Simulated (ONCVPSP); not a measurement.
# An ONCV potential for zirconium, from input to tests

Aim: build the potential from the settings below, then test how well it stands in for the atom: other configurations, scattering, ghost states and the plane-wave cutoff that it needs.

Method: ONCVPSP 4.0.1, PBE, scalar-relativistic.

**1. The atom and the settings**

Typed settings, in words:

```
element                 : zirconium (Zr, Z = 40)
type                    : optimised norm-conserving Vanderbilt (ONCV)
frozen core             : [Ar] 3d10
valence charge          : 12
reference configuration : 4s2 4p6 4d2 5s2
partial waves           : 4s+5s: rc 2.05 bohr, ncon 4, nbas 8, qcut 6.1 1/bohr, 2 projectors; 4p: rc 2.15 bohr, ncon 4, nbas 8, qcut 7.1 1/bohr, 2 projectors, debl 0.7 Ha; 4d: rc 1.90 bohr, ncon 5, nbas 9, qcut 5.6 1/bohr, 3 projectors, debl 0.7 Ha
local potential         : polynomial inside 1.60 bohr (lpopt 5, dvloc0 1 Ha)
core correction         : not asked for
```

The outer shells as boxes (Hund's rule for the drawing; the calculation is spin-unpolarised):

```
[Ar] core
3d [↑↓][↑↓][↑↓][↑↓][↑↓]
4s [↑↓]
4p [↑↓][↑↓][↑↓]
4d [↑ ][↑ ][  ][  ][  ]
5s [↑↓]
```

The nodes and maxima of the atom's own shells, from an earlier all-electron run, set the scale for the radii.

All-electron outer shells of the reference configuration (PBE, scalar-relativistic, ld1.x):

```tsv
shell	level (eV)	outermost node (bohr)	outermost maximum (bohr)
3d	-174.71	–	0.35
4s	-54.50	0.55	1.08
4p	-32.46	0.56	1.17
5s	-4.44	1.47	3.15
4d	-3.60	0.58	1.59
5p	-1.47	1.70	4.15
```

**2. Generation**

Input file Zr.dat:

```
# ATOM AND REFERENCE CONFIGURATION
# atsym  z   nc   nv     iexc    psfile
  Zr 40.00    6    4        4      upf
#
#   n    l    f
    1    0    2.00
    2    0    2.00
    2    1    6.00
    3    0    2.00
    3    1    6.00
    3    2   10.00
    4    0    2.00
    4    1    6.00
    4    2    2.00
    5    0    2.00
#
# PSEUDOPOTENTIAL AND OPTIMIZATION
# lmax
    2
#
#   l,   rc,      ep,       ncon, nbas, qcut
    0    2.05    0.00    4    8    6.10
    1    2.15    0.00    4    8    7.10
    2    1.90    0.00    5    9    5.60
#
# LOCAL POTENTIAL
# lloc, lpopt,  rc(5),   dvloc0
    4    5    1.60    1.00
#
# VANDERBILT-KLEINMAN-BYLANDER PROJECTORs
# l, nproj, debl
    0    2    2.20
    1    2    0.70
    2    3    0.70
#
# MODEL CORE CHARGE
# icmod, fcfact, rcfact
    0    0.00    0.00
#
# LOG DERIVATIVE ANALYSIS
# epsh1, epsh2, depsh
   -4.00    5.00    0.02
#
# OUTPUT GRID
# rlmax, drl
    6.00    0.01
#
# TEST CONFIGURATIONS
# ncnf
    4
# nvcnf
#   n    l    f
    4
    4    0    2.00
    4    1    6.00
    4    2    2.00
    5    0    1.00
#
    4
    4    0    2.00
    4    1    6.00
    4    2    2.00
    5    0    0.00
#
    4
    4    0    2.00
    4    1    6.00
    4    2    1.00
    5    0    0.00
#
    4
    4    0    2.00
    4    1    6.00
    4    2    3.00
    5    0    0.00
#
```

Command:

```
$ oncvpsp.x < Zr.dat > Zr.out
```

What does the calculation give? Wanted: cutoffs for 1 and 0.1 mHa per electron, occupied waves; bound ghosts; GHOST(+) flags; largest test error; largest phase difference near zero energy, channels read; projector energies reset by the program.

**Answer**, as computed:

| quantity | value |
| --- | --- |
| cutoffs for 1 and 0.1 mHa per electron, occupied waves | 14 Ha and 26 Ha |
| bound ghosts | none found |
| GHOST(+) flags | d at 1052 eV (1 near or above the test basis's cutoff) |
| largest test error (AE − PS) | -10 meV, for 4s2 4p6 4d3 5s0 |
| largest phase difference near zero energy, channels read | 0.000 rad |
| projector energies reset by the program | p: -1.193, 0.250 Ha |

**Reading.** The worst unpolarised test, 4s2 4p6 4d3 5s0, is off by 10 meV on 7.5 eV; by total energies transferability rates as good. The potential is soft on the atom at that tolerance: the looser tolerance needs 14 Ha. At the looser tolerance the 4d wave is the slowest; 4s needs 12 Ha. It is free of bound ghosts as far as tested. Near zero energy the phases of the channels with partial waves agree within 0.001 rad. The program also flags highly localised states, GHOST(+) (d). All of this concerns the isolated atom, not yet a solid.
